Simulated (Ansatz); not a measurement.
# Al30Cu: the cost of one run

Program: Ansatz 0.2.0. Level of theory: DFT PBEsol, plane waves, PAW, scalar-relativistic, no spin polarisation. These are calculated values, not measurements.

**1. The starting structure**

The cell holds 31 atoms (Al30Cu): a = 8.100 Å, b = 8.100 Å, c = 8.100 Å, α = 90.00°, β = 90.00°, γ = 90.00°.

The coordinates stand in the first input below.

**2. End point A**

input.yaml

```yaml
crystal:
  lattice:
    - [8.1, 0.0, 0.0]
    - [0.0, 8.1, 0.0]
    - [0.0, 0.0, 8.1]
  atoms:
    - { symbol: Al, position: [0.501999, 0.0013852, -0.0028354] }
    - { symbol: Al, position: [0.7468927, 0.2520072, 0.0019676] }
    - { symbol: Al, position: [0.7473615, 0.0003704, 0.2526294] }
    - { symbol: Al, position: [-0.0003379, 0.0011746, -0.0015622] }
    - { symbol: Al, position: [0.2448594, 0.2438289, 0.0022883] }
    - { symbol: Al, position: [0.4999153, 0.5076387, 0.0041301] }
    - { symbol: Al, position: [0.74351, 0.7531593, -0.0025632] }
    - { symbol: Al, position: [0.2463426, 0.002626, 0.2448308] }
    - { symbol: Al, position: [0.5021438, 0.2514176, 0.2445017] }
    - { symbol: Al, position: [0.5049302, -0.0084332, 0.5002696] }
    - { symbol: Cu, position: [0.7467567, 0.2487718, 0.504392] }
    - { symbol: Al, position: [0.7494828, 6.72e-05, 0.7516229] }
    - { symbol: Al, position: [0.0040498, 0.4953814, -0.0062284] }
    - { symbol: Al, position: [0.2447718, 0.7481654, -0.004369] }
    - { symbol: Al, position: [0.0003347, 0.2527056, 0.2422458] }
    - { symbol: Al, position: [0.2467339, 0.4977466, 0.247522] }
    - { symbol: Al, position: [0.4985666, 0.7505234, 0.2490064] }
    - { symbol: Al, position: [-0.0040387, 0.0075405, 0.5022179] }
    - { symbol: Al, position: [0.2421219, 0.2548921, 0.4938957] }
    - { symbol: Al, position: [0.4989312, 0.5047775, 0.4974992] }
    - { symbol: Al, position: [0.7494617, 0.7506537, 0.4976957] }
    - { symbol: Al, position: [0.2450801, -0.0053855, 0.7452661] }
    - { symbol: Al, position: [0.4966319, 0.2567723, 0.7481358] }
    - { symbol: Al, position: [0.7584247, 0.4950241, 0.7545467] }
    - { symbol: Al, position: [0.0002792, 0.7478009, 0.2515971] }
    - { symbol: Al, position: [-0.0003151, 0.5050992, 0.4944565] }
    - { symbol: Al, position: [0.2458681, 0.7559493, 0.5001017] }
    - { symbol: Al, position: [0.0023661, 0.2510755, 0.7464616] }
    - { symbol: Al, position: [0.2513227, 0.4988017, 0.7538804] }
    - { symbol: Al, position: [0.5007821, 0.7483155, 0.7450394] }
    - { symbol: Al, position: [0.001602, 0.750614, 0.7538488] }
basis:
  ecutwfc: 420.0
kpoints:
  mp_grid: { grid: [3, 3, 3] }
hamiltonian:
  xc: pbesol
  pseudopotentials: { kind: paw, azcp: { folder: soft_1 } }
scf:
  occupations: { method: gaussian, width: 0.1 }
  lower_state_search: "off"
relax:
  f_tol: 0.03
  max_steps: 60
  adjacent_minimum: "off"
```

Started as:

```console
$ ansatz run input.yaml --threads 4 --pin off --max-ram 10240MiB --backend cpu --events-out ev --progress --plain --runs-dir out
```

What time and memory should one allow on 4 threads of Intel Xeon Platinum 8375C at 2.90GHz (Ice Lake), shared host?

About 47 s, with a peak of 1.5 GiB.
